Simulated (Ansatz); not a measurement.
# CH₄AlFO: how energies converge with the basis set

An exercise on one series of results from a longer session: the logs are not shown, and one member is left open.

Computed with Ansatz 0.2.0, Gaussian basis. Level: one geometry, several basis sets.

The runs, in order: PBE0-D4/def2-SVP; ωB97M-V/def2-SVP; PBE0-D4/def2-QZVPP; ωB97M-V/def2-QZVPP; the functionals' def2-TZVPP values are taken from earlier runs.

## The relaxed structure

An earlier PBE0-D4 in a triple-zeta def2 set relaxation fixed the geometry.

SMILES `C[O][AlH][F]`, 8 atoms, charge 0, spin multiplicity 1.

Atoms are counted from 1 here; the program's logs count them from 0.

Bond lengths: C1–O2 1.399 Å, C1–H5 1.094 Å, C1–H6 1.096 Å, C1–H7 1.094 Å, O2–Al3 1.670 Å, Al3–F4 1.649 Å, Al3–H8 1.562 Å. Angles: O2–C1–H5 109.9°, O2–C1–H6 112.4°, O2–C1–H7 109.9°, H5–C1–H6 108.3°, H5–C1–H7 108.0°, H6–C1–H7 108.3°, C1–O2–Al3 138.4°, O2–Al3–F4 119.9°, O2–Al3–H8 120.2°, F4–Al3–H8 119.9°.

The first run:

Input file in.yaml:

```yaml
crystal:
  periodic: [false, false, false]
  atoms:
    - {symbol: C, position_ang: [0.299196, 1.250078, -0.037436]}
    - {symbol: O, position_ang: [0.135208, 0.005570, 0.579439]}
    - {symbol: Al, position_ang: [-0.314675, -1.546953, 0.158632]}
    - {symbol: F, position_ang: [-0.714901, -1.892413, -1.403304]}
    - {symbol: H, position_ang: [1.331088, 1.593594, 0.084583]}
    - {symbol: H, position_ang: [0.072407, 1.218281, -1.108805]}
    - {symbol: H, position_ang: [-0.359619, 1.987988, 0.430736]}
    - {symbol: H, position_ang: [-0.356506, -2.673347, 1.240456]}
basis:
  gaussian: {orbitals: def2-SVP}
hamiltonian: {xc: pbe0, dispersion: d4}
output: {orbitals: {seedname: orbitals}}
```

Steps of the session up to this table: PBE0-D4 in def2-SVP; ωB97M-V in def2-SVP; PBE0-D4 in def2-QZVPP; ωB97M-V in def2-QZVPP.

One of the session's tables, all rows but one given; the rest of the session is left out.

It belongs to the step «Functionals by basis». 

| functional | basis | HOMO (eV) |
| --- | --- | --- |
| PBE0-D4 | def2-SVP | -8.34 |
| PBE0-D4 | def2-TZVPP | -8.46 |
| PBE0-D4 | def2-QZVPP | ? |
| ωB97M-V | def2-SVP | -10.74 |
| ωB97M-V | def2-TZVPP | -10.89 |
| ωB97M-V | def2-QZVPP | -10.92 |

**Question.** Estimate the row for PBE0-D4, def2-QZVPP.

The run gave: HOMO (eV): -8.49. In the column «HOMO (eV)» it lies between ωB97M-V, def2-SVP (-10.74) and PBE0-D4, def2-TZVPP (-8.46).
